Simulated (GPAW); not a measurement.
Crystal: Sn3Se.

```
Sn Se
1.0
     0.00000    3.73314    3.73314
     3.73314    0.00000    3.73314
     3.73314    3.73314    0.00000
Sn Se
3 1
Direct
  0.50000 0.50000 0.50000
  0.75000 0.75000 0.75000
  0.25000 0.25000 0.25000
  0.00000 0.00000 0.00000
```

The cell comes from a database or a generator and needn't be the stable form of this composition.

Base run:

- Program: GPAW 26.7.0
- Functional: LDA
- Potentials or basis: the program's PAW data sets (release 1.2.1) made for this functional
- Cutoff: 600 eV
- Basis: pw
- k mesh: 6 × 6 × 6
- Occupations: fermi-dirac, width 0.05 eV
- Spin: no spin polarisation

Its results: pressure -4.7 GPa.

The run is repeated on the same cell with these changes: cutoff from 600 eV to 450 eV; k mesh from 6 × 6 × 6 to 5 × 5 × 5. What comes out?

Pressure -6.0 GPa.

Caveats: the cutoff is short for stress and forces, so pressures can be off by a GPa or more (some runs).
